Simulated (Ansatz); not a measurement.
**C₂H₅NO₂Si: a ladder of functionals and wavefunction methods**

The task here is to estimate one member of a computed series from the others.

Computed with Ansatz 0.2.0, Gaussian basis. Level: functionals in def2-TZVPP, the program's frozen cores in correlated methods.

Levels to be run: PBE-D4, r2SCAN-D4, PBE0-D4, B3LYP-D4, ωB97X-V, ωB97M-V, B2PLYP; CCSD(T)/def2-TZVPP; MP2/def2-QZVPP; extrapolation to the limit.

## Structure used throughout

An earlier PBE0-D4 in a triple-zeta def2 set relaxation fixed the geometry.

SMILES `O=CN1CO[SiH2]1`, 11 atoms, charge 0, spin multiplicity 1.

Atoms are counted from 1 here; the program's logs count them from 0.

Bond lengths: O1–C2 1.208 Å, C2–N3 1.351 Å, C2–H7 1.106 Å, N3–C4 1.466 Å, N3–Si6 1.743 Å, C4–O5 1.435 Å, C4–H8 1.093 Å, C4–H9 1.093 Å, O5–Si6 1.662 Å, Si6–H10 1.482 Å, Si6–H11 1.482 Å. Angles: O1–C2–N3 124.2°, O1–C2–H7 122.7°, N3–C2–H7 113.1°, C2–N3–C4 124.3°, C2–N3–Si6 146.9°, C4–N3–Si6 88.7°, N3–C4–O5 98.2°, N3–C4–H8 112.7°, N3–C4–H9 112.7°, O5–C4–H8 111.3°, O5–C4–H9 111.3°, H8–C4–H9 110.3°, C4–O5–Si6 93.0°, N3–Si6–O5 80.1°, N3–Si6–H10 116.7°, N3–Si6–H11 116.7°, O5–Si6–H10 115.7°, O5–Si6–H11 115.7° and more.

The first run:

File in.yaml:

```yaml
crystal:
  periodic: [false, false, false]
  atoms:
    - {symbol: O, position_ang: [0.217296, -0.952729, -2.375378]}
    - {symbol: C, position_ang: [0.761283, -0.297775, -1.518101]}
    - {symbol: N, position_ang: [0.222785, -0.034655, -0.306856]}
    - {symbol: C, position_ang: [-1.094441, -0.505349, 0.132771]}
    - {symbol: O, position_ang: [-1.092947, 0.079907, 1.443440]}
    - {symbol: Si, position_ang: [0.414007, 0.750666, 1.236952]}
    - {symbol: H, position_ang: [1.763340, 0.150166, -1.653078]}
    - {symbol: H, position_ang: [-1.156412, -1.595357, 0.185620]}
    - {symbol: H, position_ang: [-1.909365, -0.108018, -0.477802]}
    - {symbol: H, position_ang: [0.461816, 2.232320, 1.228312]}
    - {symbol: H, position_ang: [1.478038, 0.223825, 2.124620]}
basis:
  gaussian: {orbitals: def2-TZVPP}
hamiltonian: {xc: pbe, dispersion: d4}
output: {forces: true, orbitals: {seedname: orbitals}}
```

Launch:

```console
$ ansatz run in.yaml --threads 4 --pin off --events-out ev --progress --plain --max-ram 10444MiB
```

Among the steps run: PBE-D4 (GGA); r2SCAN-D4 (meta-GGA); PBE0-D4 (hybrid); B3LYP-D4 (hybrid); ωB97X-V (range-separated); ωB97M-V (range-separated); B2PLYP (double hybrid); CCSD(T) in def2-TZVPP; MP2 in def2-QZVPP.

One table of the session follows, with a row left open; its other results are not shown here.

| method | atomisation energy (kJ/mol) |
| --- | --- |
| PBE-D4 | ? |
| r2SCAN-D4 | 4455.5 |
| PBE0-D4 | 4455.8 |
| B3LYP-D4 | 4443.4 |
| ωB97X-V | 4471.7 |
| ωB97M-V | 4464.1 |
| B2PLYP | 4399.2 |
| HF/def2-TZVPP | 3036.0 |
| MP2/def2-TZVPP | 4429.2 |
| CCSD/def2-TZVPP | 4213.0 |
| CCSD(T)/def2-TZVPP | 4300.9 |
| MP2/CBS | 4567.4 |
| CCSD(T)/CBS | 4439.1 |

Estimate the missing values for PBE-D4.

The run gave: atomisation energy (kJ/mol): 4587.3. In the column «atomisation energy (kJ/mol)» it is the highest.

Caveats from the session: Free atoms (2 O, 2 C, 1 N, 1 Si, 5 H) were run apart at each level; the atomisation energy is their sum less the molecule, without zero-point or spin-orbit terms.
